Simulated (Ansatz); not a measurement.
# Ge24TeS23: the cost of one run

Method: DFT, PBE, plane-wave PAW, default files, scalar-relativistic, as far as a step names no other, in Ansatz 0.2.0.

## 1. The system as given

The structure is monoclinic, space group Pm (No. 6). The conventional cell has a = 8.598 Å, b = 10.938 Å, c = 10.481 Å, α = 90.00°, β = 90.00°, γ = 90.00°. Around Ge (site symmetry m) lie 3 S at 2.44 to 2.45 Å. Around Ge (site symmetry 1) lie 3 S at 2.44 to 2.45 Å. Only part of the 32 independent sites is listed.

Coordinates:

```
Ge Te S
1.0
    10.48100    0.00000    0.00000
     0.00000   10.93800    0.00000
     0.00000    0.00000    8.59800
Ge Te S
24 1 23
Cartesian
  1.2797 0.9115 0.5490
  1.2797 0.9115 4.8480
  1.2797 4.5575 0.5490
  1.2797 4.5575 4.8480
  1.2797 8.2035 0.5490
  1.2797 8.2035 4.8480
  3.9608 2.7345 2.6985
  3.9608 2.7345 6.9975
  3.9608 6.3805 2.6985
  3.9608 6.3805 6.9975
  3.9608 10.0265 2.6985
  3.9608 10.0265 6.9975
  6.5202 0.9115 1.6005
  6.5202 0.9115 5.8995
  6.5202 4.5575 1.6005
  6.5202 4.5575 5.8995
  6.5202 8.2035 1.6005
  6.5202 8.2035 5.8995
  9.2013 2.7345 3.7500
  9.2013 2.7345 8.0490
  9.2013 6.3805 3.7500
  9.2013 6.3805 8.0490
  9.2013 10.0265 3.7500
  9.2013 10.0265 8.0490
  8.9036 0.9115 2.1594
  8.9036 0.9115 6.4584
  8.9036 4.5575 2.1594
  8.9036 4.5575 6.4584
  8.9036 8.2035 2.1594
  8.9036 8.2035 6.4584
  6.8179 2.7345 0.0099
  6.8179 2.7345 4.3089
  6.8179 6.3805 0.0099
  6.8179 6.3805 4.3089
  6.8179 10.0265 0.0099
  6.8179 10.0265 4.3089
  3.6631 0.9115 4.2891
  3.6631 0.9115 8.5881
  3.6631 4.5575 4.2891
  3.6631 4.5575 8.5881
  3.6631 8.2035 4.2891
  3.6631 8.2035 8.5881
  1.5774 2.7345 2.1396
  1.5774 2.7345 6.4386
  1.5774 6.3805 2.1396
  1.5774 6.3805 6.4386
  1.5774 10.0265 2.1396
  1.5774 10.0265 6.4386
```

Atom 25 of the input is the impurity.

## 2. Single point at the given positions

The input, input.yaml:

```yaml
crystal:
  lattice:
    - [10.481, 0.0, 0.0]
    - [0.0, 10.938, 0.0]
    - [0.0, 0.0, 8.598]
  atoms:
    - { symbol: Ge, position: [0.1221, 0.0833333333, 0.06385] }
    - { symbol: Ge, position: [0.1221, 0.0833333333, 0.56385] }
    - { symbol: Ge, position: [0.1221, 0.4166666667, 0.06385] }
    - { symbol: Ge, position: [0.1221, 0.4166666667, 0.56385] }
    - { symbol: Ge, position: [0.1221, 0.75, 0.06385] }
    - { symbol: Ge, position: [0.1221, 0.75, 0.56385] }
    - { symbol: Ge, position: [0.3779, 0.25, 0.31385] }
    - { symbol: Ge, position: [0.3779, 0.25, 0.81385] }
    - { symbol: Ge, position: [0.3779, 0.5833333333, 0.31385] }
    - { symbol: Ge, position: [0.3779, 0.5833333333, 0.81385] }
    - { symbol: Ge, position: [0.3779, 0.9166666667, 0.31385] }
    - { symbol: Ge, position: [0.3779, 0.9166666667, 0.81385] }
    - { symbol: Ge, position: [0.6221, 0.0833333333, 0.18615] }
    - { symbol: Ge, position: [0.6221, 0.0833333333, 0.68615] }
    - { symbol: Ge, position: [0.6221, 0.4166666667, 0.18615] }
    - { symbol: Ge, position: [0.6221, 0.4166666667, 0.68615] }
    - { symbol: Ge, position: [0.6221, 0.75, 0.18615] }
    - { symbol: Ge, position: [0.6221, 0.75, 0.68615] }
    - { symbol: Ge, position: [0.8779, 0.25, 0.43615] }
    - { symbol: Ge, position: [0.8779, 0.25, 0.93615] }
    - { symbol: Ge, position: [0.8779, 0.5833333333, 0.43615] }
    - { symbol: Ge, position: [0.8779, 0.5833333333, 0.93615] }
    - { symbol: Ge, position: [0.8779, 0.9166666667, 0.43615] }
    - { symbol: Ge, position: [0.8779, 0.9166666667, 0.93615] }
    - { symbol: Te, position: [0.8495, 0.0833333333, 0.25115] }
    - { symbol: S, position: [0.8495, 0.0833333333, 0.75115] }
    - { symbol: S, position: [0.8495, 0.4166666667, 0.25115] }
    - { symbol: S, position: [0.8495, 0.4166666667, 0.75115] }
    - { symbol: S, position: [0.8495, 0.75, 0.25115] }
    - { symbol: S, position: [0.8495, 0.75, 0.75115] }
    - { symbol: S, position: [0.6505, 0.25, 0.00115] }
    - { symbol: S, position: [0.6505, 0.25, 0.50115] }
    - { symbol: S, position: [0.6505, 0.5833333333, 0.00115] }
    - { symbol: S, position: [0.6505, 0.5833333333, 0.50115] }
    - { symbol: S, position: [0.6505, 0.9166666667, 0.00115] }
    - { symbol: S, position: [0.6505, 0.9166666667, 0.50115] }
    - { symbol: S, position: [0.3495, 0.0833333333, 0.49885] }
    - { symbol: S, position: [0.3495, 0.0833333333, 0.99885] }
    - { symbol: S, position: [0.3495, 0.4166666667, 0.49885] }
    - { symbol: S, position: [0.3495, 0.4166666667, 0.99885] }
    - { symbol: S, position: [0.3495, 0.75, 0.49885] }
    - { symbol: S, position: [0.3495, 0.75, 0.99885] }
    - { symbol: S, position: [0.1505, 0.25, 0.24885] }
    - { symbol: S, position: [0.1505, 0.25, 0.74885] }
    - { symbol: S, position: [0.1505, 0.5833333333, 0.24885] }
    - { symbol: S, position: [0.1505, 0.5833333333, 0.74885] }
    - { symbol: S, position: [0.1505, 0.9166666667, 0.24885] }
    - { symbol: S, position: [0.1505, 0.9166666667, 0.74885] }
kpoints:
  mp_grid: { grid: [2, 2, 2] }
scf:
  occupations: { method: fermi_dirac, width: 0.01 }
hamiltonian:
  xc: pbe
  pseudopotentials: { kind: paw }
output:
  forces: true
  stress: true
  populations: true
  efg:
    quadrupole_moments_barn: { Ge: -0.196, S: -0.0694 }
    contact_densities: true
```

On the command line:

```sh
ansatz run input.yaml --threads 4 --pin off --max-ram 8192MiB --backend cpu --events-out ev --progress --plain --runs-dir out
```

Q: Estimate wall time and peak memory on 4 threads of Arm Neoverse V1, shared host.

About 91 s, with a peak of 5.8 GiB.
